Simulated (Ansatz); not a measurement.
# InW: the cost of one run

Computed with Ansatz 0.2.0 (DFT PBE, scalar-relativistic, plane waves, PAW, unless a step's input says otherwise).

1 further run of the same task is left out (it didn't finish).

### Step 1. Starting point

The structure is cubic, space group F-43m (No. 216). Conventional cell: a = 5.644 Å, b = 5.644 Å, c = 5.644 Å, α = 90.00°, β = 90.00°, γ = 90.00°. In (site symmetry -43m) is surrounded by 4 W at 2.44 Å. W (site symmetry -43m) is surrounded by 4 In at 2.44 Å.

As a file:

```xyz
2
Lattice="0.0000 2.8219 2.8219 2.8219 0.0000 2.8219 2.8219 2.8219 0.0000" Properties=species:S:1:pos:R:3 pbc="T T T"
In    0.0000    0.0000    0.0000
W     4.2328    4.2328    4.2328
```

(A quick probe on a coarse mesh, which set the mesh and smearing, is not shown.)

### Step 3. Rough relaxation on the coarse mesh

input.yaml reads:

```yaml
crystal:
  lattice:
    - [0.0, 2.8218705958, 2.8218705958]
    - [2.8218705958, 0.0, 2.8218705958]
    - [2.8218705958, 2.8218705958, 0.0]
  atoms:
    - { symbol: In, position: [0.0, 0.0, 0.0] }
    - { symbol: W, position: [0.75, 0.75, 0.75] }
basis:
  ecutwfc: 420
kpoints:
  mp_grid: { grid: [6, 6, 6] }
hamiltonian:
  xc: pbe
scf:
  occupations: { method: gaussian, width: 0.1 }
  lower_state_search: "off"
output:
  forces: true
  stress: true
  eigenvalues: true
relax:
  adjacent_minimum: "off"
  f_tol: 0.04
  max_steps: 70
  cell: { stress_tol: 0.4 }
```

Command:

```console
$ ansatz run input.yaml --threads 1 --pin off --max-ram 2560MiB --backend cpu --events-out ev --progress --plain --runs-dir out
```

Q: Estimate wall time and peak memory on 1 thread of Intel Xeon Platinum 8259CL at 2.50GHz (Skylake/Cascade Lake), shared host.

About 17 s, with a peak of 0.4 GiB.
